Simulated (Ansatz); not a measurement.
What does this script print? It uses the Python package of Ansatz (0.2.0).

`plan_bav4zno8.py`:
```python
"""What the engine would do for BaV4ZnO8, without solving."""

from dataclasses import replace

import ansatz as az
from ase import Atoms

atoms = Atoms(
    ["Ba", "V", "V", "V", "V", "Zn", "O", "O", "O", "O", "O", "O", "O", "O"],
    scaled_positions=[
        [0.0, 0.0, 0.0],
        [1 / 3, 2 / 3, 0.743966],
        [2 / 3, 1 / 3, 0.743966],
        [1 / 3, 2 / 3, 0.256034],
        [2 / 3, 1 / 3, 0.256034],
        [0.0, 0.0, 0.5],
        [0.316773, 0.316773, 0.677659],
        [0.683227, 0.0, 0.677659],
        [0.0, 0.683227, 0.677659],
        [0.683227, 0.683227, 0.322341],
        [0.0, 0.316773, 0.322341],
        [0.316773, 0.0, 0.322341],
        [1 / 3, 2 / 3, 0.0],
        [2 / 3, 1 / 3, 0.0],
    ],
    cell=[
        [5.49038398, 0.0, 0.0],
        [-2.74519199, 4.75481201, 0.0],
        [0.0, 0.0, 7.4158],
    ],
    pbc=True,
)
atoms.set_initial_magnetic_moments([0.0, 2.0, 2.0, 2.0, 2.0, 0.0, 0.0, 0.0, 0.0, 0.0, 0.0, 0.0, 0.0, 0.0])
xtal = az.Crystal.from_ase(atoms)

model = (
    xtal.calculation()
    .functional("PBEsol")
    .kpoints(5, 5, 3)
    .occupations("cold", width=0.15)
    .spin("collinear")
    .hubbard("V", "d", u_eff=4.0)
    .scf(tolerance=1e-07)
)
for repeats in [(1, 1, 1), (2, 1, 1), (2, 2, 1)]:
    told = replace(model, crystal=xtal.supercell(*repeats)).session().plan(dry_run=True).describe()
    print(repeats, "bands", told.n_bands, "plane waves", tuple(told.n_pw_range), "k-points", len(told.kweights), "grid", tuple(told.fft_dense), "symmetry operations", told.n_sym_ops)
```

```console
$ python plan_bav4zno8.py
DeckWarning: basis.ecutwfc = 420 eV, auto-derived from the records' recommended cutoffs: set by Ba (normal level)
(1, 1, 1) bands 79 plane waves (3763, 3794) k-points 12 grid (40, 40, 50) symmetry operations 12
(2, 1, 1) bands 158 plane waves (7548, 7586) k-points 24 grid (75, 40, 50) symmetry operations 8
(2, 2, 1) bands 316 plane waves (15109, 15157) k-points 12 grid (75, 75, 50) symmetry operations 48
```
(Warnings from the package without file and line.)

The structure comes from a database and needn't be a stable phase.
